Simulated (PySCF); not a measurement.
# C2H9NSi (SiH2Me(NHMe)): the cost of one run

Method: levels as typed in each script, gas phase, geometry from GFN2-xTB; program: PySCF 2.14.0.

## 1. Where the work starts

13 atoms, charge 0, spin multiplicity 1.

Bond lengths: Si1–H2 1.468 Å, Si1–H3 1.477 Å, Si1–C4 1.892 Å, Si1–N8 1.718 Å, C4–H5 1.085 Å, C4–H6 1.085 Å, C4–H7 1.086 Å, N8–C9 1.442 Å, N8–H10 1.009 Å, C9–H11 1.096 Å, C9–H12 1.087 Å, C9–H13 1.092 Å. Angles: H2–Si1–H3 108.4°, H2–Si1–C4 112.1°, H2–Si1–N8 106.0°, H3–Si1–C4 109.1°, H3–Si1–N8 115.2°, C4–Si1–N8 106.0°, Si1–C4–H5 110.1°, Si1–C4–H6 111.6°, Si1–C4–H7 112.0°, H5–C4–H6 107.7°, H5–C4–H7 107.4°, H6–C4–H7 107.8°, Si1–N8–C9 123.1°, Si1–N8–H10 118.5°, C9–N8–H10 111.6°, N8–C9–H11 112.6°, N8–C9–H12 108.7°, N8–C9–H13 110.3° and more.

Coordinates:

```mol
C2H9NSi
  3D, bonds by distance, orders not assigned

 13 12  0  0  0  0  0  0  0  0999 V2000
    0.5005    0.5650    0.0213 Si  0  0
    0.3737    1.4151   -1.1685 H   0  0
    0.5550    1.4365    1.2125 H   0  0
    2.0577   -0.5087   -0.0333 C   0  0
    2.9394    0.1185   -0.1080 H   0  0
    2.0542   -1.1753   -0.8895 H   0  0
    2.1653   -1.1161    0.8602 H   0  0
   -0.8284   -0.5232   -0.0286 N   0  0
   -2.2031   -0.0894   -0.0198 C   0  0
   -0.7228   -1.4325    0.3958 H   0  0
   -2.5901    0.0654    0.9940 H   0  0
   -2.2744    0.8541   -0.5554 H   0  0
   -2.8362   -0.8246   -0.5211 H   0  0
  1  2  8  0
  1  3  8  0
  1  4  8  0
  1  8  8  0
  4  5  8  0
  4  6  8  0
  4  7  8  0
  8  9  8  0
  8 10  8  0
  9 11  8  0
  9 12  8  0
  9 13  8  0
M  END
```

## 2. Response to an electric field (PBE/aug-cc-pvdz)

The input, input.py:

```python
import numpy as np
from pyscf import gto, scf, dft
from pyscf.scf import atom_ks, atom_hf
from scipy.linalg import block_diag

def solve(mol, dm0=None, hcore=None):
    mf = (dft.UKS if mol.spin else dft.RKS)(mol, xc='pbe')
    mf.grids.level = 3
    mf = mf.density_fit(auxbasis='def2-universal-jkfit')
    mf.conv_tol, mf.max_cycle = 1e-8, 80
    if hcore is not None:
        mf.get_hcore = lambda *args: hcore
    mf.kernel(dm0)
    if not mf.converged:
        mf = mf.newton().run(mf.mo_coeff, mf.mo_occ, max_cycle=30)
    assert mf.converged, 'SCF not converged'
    return mf

mol = gto.M(atom='''
Si     0.50047     0.56500     0.02134
H      0.37372     1.41508    -1.16851
H      0.55502     1.43652     1.21249
C      2.05772    -0.50867    -0.03331
H      2.93938     0.11849    -0.10798
H      2.05422    -1.17528    -0.88955
H      2.16530    -1.11610     0.86020
N     -0.82835    -0.52323    -0.02862
C     -2.20309    -0.08941    -0.01975
H     -0.72284    -1.43252     0.39577
H     -2.59012     0.06536     0.99401
H     -2.27435     0.85413    -0.55543
H     -2.83620    -0.82455    -0.52113
''', basis='aug-cc-pvdz', charge=0, spin=0, verbose=4)
field = np.array([-0.0, -0.0, -0.008])  # atomic units
mol.set_common_orig(mol.atom_charges() @ mol.atom_coords() / mol.atom_charges().sum())
mf = solve(mol)
out = dict(dm0=mf.make_rdm1(), d0=mf.dip_moment(unit='AU'), e0=mf.e_tot)
for name, sign in (('p', 1), ('m', -1)):
    h = mf.get_hcore() + sign * np.einsum('x,xij->ij', field, mol.intor('int1e_r'))
    mi = solve(mol, mf.make_rdm1(), h)
    out.update({'dm' + name: mi.make_rdm1(), 'd' + name: mi.dip_moment(unit='AU'), 'e' + name: mi.e_tot})
# spherically averaged free atoms, for the promolecule
atm = atom_ks.get_atm_nrks(mol, xc='pbe')
pro = block_diag(*[(atm[a[0]][2] * atm[a[0]][3]) @ atm[a[0]][2].T for a in mol._atom])
np.savez('result.npz', pro=pro, **out)
```

On the command line:

```bash
$ OMP_NUM_THREADS=1 python input.py
```

**Question.** How long does this run take on 1 thread of Arm Neoverse V1, shared host, and how much memory does it need?

About 75 s, with a peak of 0.62 GiB.
